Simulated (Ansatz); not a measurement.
# C3H5Al: the cost of one run

Program: Ansatz 0.2.0, Gaussian basis. Level of theory: the settings change from run to run. These are calculated values, not measurements.

**1. The geometry**

The geometry comes from an earlier relaxation with PBE0-D4 in a triple-zeta def2 set; it is a stationary point, not always the lowest conformer.

SMILES `C[C]1=[CH][AlH]1`, 9 atoms, charge 0, spin multiplicity 1.

Atoms are counted from 1 here; the program's logs count them from 0.

Bond lengths: C1–C2 1.483 Å, C1–H5 1.096 Å, C1–H6 1.094 Å, C1–H7 1.094 Å, C2–C3 1.369 Å, C2–Al4 1.863 Å, C3–Al4 1.847 Å, C3–H8 1.091 Å, Al4–H9 1.572 Å. Angles: C2–C1–H5 112.2°, C2–C1–H6 110.6°, C2–C1–H7 110.5°, H5–C1–H6 108.6°, H5–C1–H7 108.5°, H6–C1–H7 106.2°, C1–C2–C3 129.9°, C1–C2–Al4 162.4°, C3–C2–Al4 67.7°, C2–C3–Al4 69.0°, C2–C3–H8 126.4°, Al4–C3–H8 164.6°, C2–Al4–C3 43.3°, C2–Al4–H9 159.0°, C3–Al4–H9 157.7°.

**2. r2SCANh/x2c-TZVPPall**

Options: unrestricted orbitals, a point charge of 2.00 e beside it, D4 dispersion, the search for lower states set to off.

File in.yaml:

```yaml
crystal:
  periodic: [false, false, false]
  atoms:
    - {symbol: C, position_ang: [0.273575, 0.856959, -1.066044]}
    - {symbol: C, position_ang: [-0.036880, 0.035845, 0.129505]}
    - {symbol: C, position_ang: [0.034560, -1.319837, 0.305317]}
    - {symbol: Al, position_ang: [-0.544892, -0.481370, 1.845643]}
    - {symbol: H, position_ang: [0.600272, 0.245459, -1.914571]}
    - {symbol: H, position_ang: [-0.601856, 1.437347, -1.371481]}
    - {symbol: H, position_ang: [1.058580, 1.584051, -0.838501]}
    - {symbol: H, position_ang: [0.345352, -2.054359, -0.438985]}
    - {symbol: H, position_ang: [-1.040212, -0.350394, 3.332017]}
basis:
  gaussian: {orbitals: x2c-TZVPPall, point_charges: [{charge: 2.00, position_ang: [5.696, 0.205, 0.951]}]}
magnetization: {spin_polarized: true, initial_magnetization: 0}
hamiltonian: {xc: {name: r2SCANh}, dispersion: d4}
scf: {lower_state_search: off}
output: {forces: true}
```

The run is started by

```console
> ansatz run in.yaml --threads 2 --pin off --events-out ev --progress --plain --max-ram 4352MiB
```

What time and memory should one allow on 2 threads of Arm Neoverse V1, shared host?

About 9.5 s, with a peak of 0.49 GiB.
